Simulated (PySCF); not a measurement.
# A workflow on B2NH5O (SMILES BOBN)

We compute the energy along one coordinate (MP2/3-21G), then the energy along one coordinate (SVWN5/LANL2DZ) of B2NH5O. 

The results are computed with PySCF 2.14.0.

### 1 The structure to begin with

The species is B2NH5O (9 atoms), meant as a singlet with charge 0. As SMILES, `BOBN`. The coordinates come from a GFN2-xTB relaxation. This is one conformer, not always the lowest.

Bond lengths: B1–O2 1.295 Å, O2–B3 1.322 Å, B3–N4 1.403 Å, B1–H5 1.185 Å, B1–H6 1.185 Å, B3–H7 1.177 Å, N4–H8 1.005 Å, N4–H9 1.002 Å. Angles: B1–O2–B3 178.8°, O2–B3–N4 120.4°, O2–B1–H5 120.0°, O2–B1–H6 119.9°, O2–B3–H7 120.1°, N4–B3–H7 119.5°, B3–N4–H8 122.6°, B3–N4–H9 123.8°, H5–B1–H6 120.1°, H8–N4–H9 113.6°.

### 2 The energy along one coordinate at MP2/3-21G (run 1)

calc.py reads:

```python
# BOBN
import numpy
from pyscf import gto, scf, mp
from scipy.spatial.transform import Rotation

mol = gto.M(
    atom=[
    ('B', (-0.554830, 1.774420, 0.183280)),
    ('O', (-0.246110, 0.526480, 0.337160)),
    ('B', (0.079630, -0.748010, 0.469550)),
    ('N', (0.590370, -1.467420, -0.621680)),
    ('H', (-1.652690, 2.076220, -0.143520)),
    ('H', (0.259820, 2.612800, 0.374500)),
    ('H', (-0.057600, -1.287220, 1.506670)),
    ('H', (0.726140, -1.053970, -1.527620)),
    ('H', (0.855280, -2.433300, -0.578330)),
],
    verbose=3,
    charge=0,
    cart=True,
    max_memory=1860,
    spin=0,
    basis='3-21g',
)

x0 = mol.atom_coords(unit='angstrom')
axis = x0[2] - x0[3]
r0 = -0.031  # dihedral 8-4-3-2 of the start, degrees
axis /= numpy.linalg.norm(axis)

scan, good = [], []
for r in [0, 20, 40, 60, 80, 100, 120, 140, 160, 180, 200, 220, 240, 260, 280, 300, 320, 340]:
    xyz = x0.copy()
    xyz[[0, 1, 2, 4, 5, 6]] = Rotation.from_rotvec(axis * numpy.radians(r - r0)).apply(x0[[0, 1, 2, 4, 5, 6]] - x0[2]) + x0[2]
    mol.set_geom_(xyz, unit='angstrom')
    mf = scf.RHF(mol)
    mf.kernel()
    pt = mp.MP2(mf, frozen=4).run()
    e_tot = pt.e_tot
    scan.append((r, e_tot))
    good.append(mf.converged)
    print('dihedral = %.1f deg   E = %.8f Eh   converged: %s' % (r, e_tot, good[-1]))

e0 = min(e for r, e in scan)
print('angle   E - Emin (kcal/mol)')
for r, e in scan:
    print('%6.3f %10.3f' % (r, (e - e0) * 627.5095))
```

Launch:

```sh
OMP_NUM_THREADS=1 python calc.py
```

What it wrote:

```text
converged SCF energy = -180.717891134447
[... 6 lines left out ...]
dihedral = 20.0 deg   E = -181.03632230 Eh   converged: True
[... 7 lines left out ...]
dihedral = 60.0 deg   E = -181.00991701 Eh   converged: True
[... 7 lines left out ...]
dihedral = 100.0 deg   E = -180.99874739 Eh   converged: True
[... 7 lines left out ...]
dihedral = 140.0 deg   E = -181.02473294 Eh   converged: True
[... 7 lines left out ...]
dihedral = 180.0 deg   E = -181.04057820 Eh   converged: True
[... 7 lines left out ...]
dihedral = 220.0 deg   E = -181.02484394 Eh   converged: True
[... 7 lines left out ...]
dihedral = 260.0 deg   E = -180.99879405 Eh   converged: True
[... 7 lines left out ...]
dihedral = 300.0 deg   E = -181.00980184 Eh   converged: True
[... 7 lines left out ...]
dihedral = 340.0 deg   E = -181.03625577 Eh   converged: True
[... 5 lines left out ...]
340.000      2.712
```

Run time: 4.2 s. Hardware: 1 thread of Arm Neoverse V1, shared host; peak memory 0.13 GiB.

The scan, from its lowest point:

```tsv
H8–N4–B3–O2 (°)	energy (kJ/mol)
0.000	0.1
20.000	11.2
40.000	41.4
60.000	80.5
80.000	109.8
100.000	109.8
120.000	80.7
140.000	41.6
160.000	11.2
180.000	0.0
200.000	11.1
220.000	41.3
240.000	80.4
260.000	109.7
280.000	109.9
300.000	80.8
320.000	41.7
340.000	11.3
```

### 3 An energy scan at SVWN5/LANL2DZ (density fitting, C-PCM methanol) (run 2)

input.py reads:

```python
# BOBN
import numpy
from pyscf import gto, dft, solvent
from scipy.spatial.transform import Rotation

mol = gto.M(
    atom='''
B   -0.554830   1.774420   0.183280
O   -0.246110   0.526480   0.337160
B    0.079630  -0.748010   0.469550
N    0.590370  -1.467420  -0.621680
H   -1.652690   2.076220  -0.143520
H    0.259820   2.612800   0.374500
H   -0.057600  -1.287220   1.506670
H    0.726140  -1.053970  -1.527620
H    0.855280  -2.433300  -0.578330
''',
    basis='lanl2dz',
    max_memory=1860,
    verbose=3,
    spin=0,
)

x0 = mol.atom_coords(unit='angstrom')
axis = x0[2] - x0[3]
r0 = -0.031  # dihedral 8-4-3-2 of the start, degrees
axis /= numpy.linalg.norm(axis)
dm = None
scan, good = [], []
for r in [0, 20, 40, 60, 80, 100, 120, 140, 160, 180, 200, 220, 240, 260, 280, 300, 320, 340]:
    xyz = x0.copy()
    xyz[[0, 1, 2, 4, 5, 6]] = Rotation.from_rotvec(axis * numpy.radians(r - r0)).apply(x0[[0, 1, 2, 4, 5, 6]] - x0[2]) + x0[2]
    mol.set_geom_(xyz, unit='angstrom')
    mf = dft.RKS(mol)
    mf.xc = 'svwn'
    mf = mf.density_fit()
    mf = mf.PCM()
    mf.with_solvent.method = 'C-PCM'
    mf.with_solvent.eps = 32.613
    mf.kernel(dm0=dm)
    dm = mf.make_rdm1()
    etot = mf.e_tot
    scan.append((r, etot))
    good.append(mf.converged)
    print('dihedral = %.1f deg   E = %.8f Eh   converged: %s' % (r, etot, good[-1]))

e0 = min(e for r, e in scan)
print('angle   E - Emin (kcal/mol)')
for r, e in scan:
    print('%6.3f %10.3f' % (r, (e - e0) * 627.5095))
```

Launch:

```sh
OMP_NUM_THREADS=1 python input.py
```

What it wrote:

```text
WARN: PCM is an experimental feature. It is still in testing.
Features and APIs may be changed in the future.

WARN: Even tempered Gaussians are generated as DF auxbasis for  H B N O

converged SCF energy = -181.195681331466
dihedral = 0.0 deg   E = -181.19568133 Eh   converged: True

WARN: PCM is an experimental feature. It is still in testing.
Features and APIs may be changed in the future.

WARN: Even tempered Gaussians are generated as DF auxbasis for  H B N O

converged SCF energy = -181.191816822775
dihedral = 20.0 deg   E = -181.19181682 Eh   converged: True

WARN: PCM is an experimental feature. It is still in testing.
Features and APIs may be changed in the future.

WARN: Even tempered Gaussians are generated as DF auxbasis for  H B N O

converged SCF energy = -181.181153722021
dihedral = 40.0 deg   E = -181.18115372 Eh   converged: True

[... 5 lines left out ...]
converged SCF energy = -181.166939484827
[... 10 lines left out ...]
WARN: PCM is an experimental feature. It is still in testing.
[... 12 lines left out ...]
converged SCF energy = -181.166873015677
[... 10 lines left out ...]
WARN: PCM is an experimental feature. It is still in testing.
[... 12 lines left out ...]
converged SCF energy = -181.195762027393
[... 10 lines left out ...]
WARN: PCM is an experimental feature. It is still in testing.
[... 12 lines left out ...]
converged SCF energy = -181.166988323702
[... 10 lines left out ...]
WARN: PCM is an experimental feature. It is still in testing.
[... 2 lines left out ...]
WARN: Even tempered Gaussians are generated as DF auxbasis for  H B N O

converged SCF energy = -181.155480928495
dihedral = 280.0 deg   E = -181.15548093 Eh   converged: True

WARN: PCM is an experimental feature. It is still in testing.
Features and APIs may be changed in the future.

WARN: Even tempered Gaussians are generated as DF auxbasis for  H B N O

converged SCF energy = -181.166808920337
dihedral = 300.0 deg   E = -181.16680892 Eh   converged: True

WARN: PCM is an experimental feature. It is still in testing.
Features and APIs may be changed in the future.

WARN: Even tempered Gaussians are generated as DF auxbasis for  H B N O

converged SCF energy = -181.181036183964
dihedral = 320.0 deg   E = -181.18103618 Eh   converged: True

WARN: PCM is an experimental feature. It is still in testing.
Features and APIs may be changed in the future.

WARN: Even tempered Gaussians are generated as DF auxbasis for  H B N O

converged SCF energy = -181.191755258013
dihedral = 340.0 deg   E = -181.19175526 Eh   converged: True
angle   E - Emin (kcal/mol)
 0.000      0.051
20.000      2.476
40.000      9.167
[... 14 lines of this table left out ...]
340.000      2.514
```

Run time: 3.3 min. Hardware: 1 thread of Arm Neoverse V1, shared host; peak memory 0.28 GiB.

The scan, from its lowest point:

```tsv
H8–N4–B3–O2 (°)	energy (kJ/mol)
0.000	0.2
20.000	10.4
40.000	38.4
60.000	75.7
80.000	105.6
100.000	105.7
120.000	75.8
140.000	38.5
160.000	10.3
180.000	0.0
200.000	10.2
220.000	38.2
240.000	75.5
260.000	105.5
280.000	105.8
300.000	76.0
320.000	38.7
340.000	10.5
```
